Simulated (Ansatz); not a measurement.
# AlFH6N2: the cost of one run

All numbers below are computed with Ansatz 0.2.0 (RKS PBE0-D4/6-31G*).

## Step 1: The starting structure

Bond lengths: Al1–F2 2.040 Å, Al1–N3 1.920 Å, N3–H4 1.060 Å, N3–H5 1.060 Å, Al1–N6 1.920 Å, N6–H7 1.060 Å, N6–H8 1.060 Å. Angles: F2–Al1–N3 120.0°, F2–Al1–N6 120.0°, N3–Al1–N6 120.0°, Al1–N3–H4 120.0°, Al1–N3–H5 120.0°, H4–N3–H5 120.0°, Al1–N6–H7 120.0°, Al1–N6–H8 120.0°, H7–N6–H8 120.0°.

Structure file:

```xyz
10

Al    0.0000    0.0000    0.0000
F     0.0000    0.0000    2.0400
N     1.6627    0.0000   -0.9600
H     2.1293   -0.9179   -1.2118
H     2.1141    0.9179   -1.2382
N    -1.6627    0.0000   -0.9600
H    -2.3316   -0.8164   -0.8614
H    -1.9118    0.8164   -1.5886
H     0.0834    1.7631    0.5865
H     0.0624    1.3199    1.5347
```

## Step 2: Pulling towards end A

Springs on the bonds that form and break draw the guess towards this end; the thresholds are loose.

input.yaml reads:

```yaml
crystal:
  periodic: [false, false, false]
  atoms:
    - { symbol: Al, position_ang: [0.0, 0.0, 0.0] }
    - { symbol: F, position_ang: [0.0, 0.0, 2.04] }
    - { symbol: "N", position_ang: [1.6627, 0.0, -0.96] }
    - { symbol: H, position_ang: [2.1293, -0.9179, -1.2118] }
    - { symbol: H, position_ang: [2.1141, 0.9179, -1.2382] }
    - { symbol: "N", position_ang: [-1.6627, 0.0, -0.96] }
    - { symbol: H, position_ang: [-2.3316, -0.8164, -0.8614] }
    - { symbol: H, position_ang: [-1.9118, 0.8164, -1.5886] }
    - { symbol: H, position_ang: [0.0834, 1.7631, 0.5865] }
    - { symbol: H, position_ang: [0.0624, 1.3199, 1.5347] }
basis:
  gaussian: { orbitals: "6-31G*" }
hamiltonian:
  xc: pbe0
  dispersion: d4
relax:
  f_tol: 0.15
  max_steps: 25
  restrain:
    - { distance: [0, 8], at: 2.76, k: 30.0 }
    - { distance: [9, 1], at: 2.12, k: 30.0 }
    - { distance: [0, 1], at: 1.69, k: 30.0 }
    - { distance: [9, 8], at: 0.66, k: 30.0 }
```

Command:

```sh
ansatz run input.yaml --threads 1 --pin off --max-ram 2048MiB --backend cpu --events-out ev --progress --plain --runs-dir out
```

Q: Estimate wall time and peak memory on 1 thread of Arm Neoverse V1, shared host.

About 61 s, with a peak of 0.15 GiB.
